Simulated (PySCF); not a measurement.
# The bond of HfBr+, level by level

An exercise on one series of results from a longer session: the logs are not shown, and one member is left open.

Method: Hf def2-TZVPPD with ECP60, Br def2-TZVPPD, scalar-relativistic core potentials; program: PySCF 2.14.0.

The first run:

Settings of the job:

| Property | Result |
| --- | --- |
| atoms | Hf, Br |
| charge | 1 |
| basis | Hf def2-TZVPPD with ECP60, Br def2-TZVPPD |
| Hamiltonian | scalar-relativistic core potentials |
| basis functions | 116 |
| electrons treated | 46 |
| masses in u | 179.9465, 78.9183 |
| levels | PBE0, PBE, r²SCAN, PBEsol, M06-L, B97-3, BP86, B3LYP, ωB97M-V, HF, MP2, SCS-MP2 |
| grid | 80 radial by 434 angular points |
| occupations | held fixed by the projection of orbital angular momentum |
| dissociation limit | Hf+ + Br, each in its ground configuration |
| starting distance in angstrom | 2.615 |
| values of 2S to try | 0, 2, 4 |

Command:

```bash
OMP_NUM_THREADS=2 python dia.py task.json out
```

Steps of the session up to this table: The job; PBE0 along the bond; Excited determinants; PBE; r²SCAN; PBEsol (GGA); M06-L (meta-GGA); B97-3; BP86 (GGA); B3LYP (global hybrid GGA); ωB97M-V (range-separated hybrid); UHF.

One table of the session follows, with a row left open; its other results are not shown here.

Energy (eV) from each level's lowest point:

| R (Å) | UHF | UHF-MP2 | UHF-SCS-MP2 | PBE | PBEsol |
| --- | --- | --- | --- | --- | --- |
| 2.049 | 2.038 | 1.571 | 1.673 | 1.577 | 1.446 |
| 2.145 | ? | ? | ? | ? | ? |
| 2.240 | 0.378 | 0.199 | 0.238 | 0.222 | 0.172 |
| 2.312 | 0.127 | 0.037 | 0.055 | 0.051 | 0.027 |
| 2.383 | 0.012 | 0.000 | 0.000 | 0.000 | 0.000 |
| 2.454 | 0.000 | 0.059 | 0.042 | 0.039 | 0.060 |
| 2.550 | 0.104 | 0.246 | 0.208 | 0.191 | 0.239 |
| 2.669 | 0.368 | 0.595 | 0.535 | 0.487 | 0.564 |
| 2.812 | 0.800 | 1.110 | 1.026 | 0.926 | 1.032 |
| 3.003 | 1.468 | 1.856 | 1.745 | 1.559 | 1.695 |

Estimate the missing values for R (Å) = 2.145.

Worked estimate for «UHF». A straight line through the neighbours (2.049, 2.038) and (2.240, 0.378) gives 2.038 + (0.378 − 2.038) × (2.145 − 2.049) / (2.240 − 2.049) = 1.204; a parabola fitted to 3 rows on both sides gives 1.023.

The run gave: UHF: 0.992; UHF-MP2: 0.678; UHF-SCS-MP2: 0.747; PBE: 0.701; PBEsol: 0.612. In «UHF» the line misses by +0.212 and the parabola by +0.031.
